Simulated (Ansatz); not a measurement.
Crystal: GdO.

```
Gd O
1.0
     0.00000    2.70000    2.70000
     2.70000    0.00000    2.70000
     2.70000    2.70000    0.00000
Gd O
1 1
Direct
  0.00000 0.00000 0.00000
  0.75000 0.75000 0.75000
```

Program: Ansatz 0.2.0. Alike in all runs: spin collinear, ferromagnetic start; cell as given; k mesh 9 × 9 × 9; smearing fermi-dirac 0.05 eV; basis error allowed 0.001 eV/atom.

**Question.** Order these runs on this cell by their pressure, lowest first.
A. level LDA; potentials or basis all-electron LAPW, scalar-relativistic; cutoff (eV) 328
B. level PBEsol; potentials or basis all-electron LAPW, non-relativistic; cutoff (eV) 326
C. level PBE; potentials or basis all-electron LAPW, scalar-relativistic; cutoff (eV) 328

**Answer.** A (-7.7 GPa), C (-0.6 GPa), B (1.9 GPa).

Caveats: an open f shell can end in a state above the lowest; a cell with one magnetic atom can't hold antiferromagnetic order, which such compounds often take; relativity is left out, which matters for the heavier elements (some runs).

Not every run made on this cell is shown here.
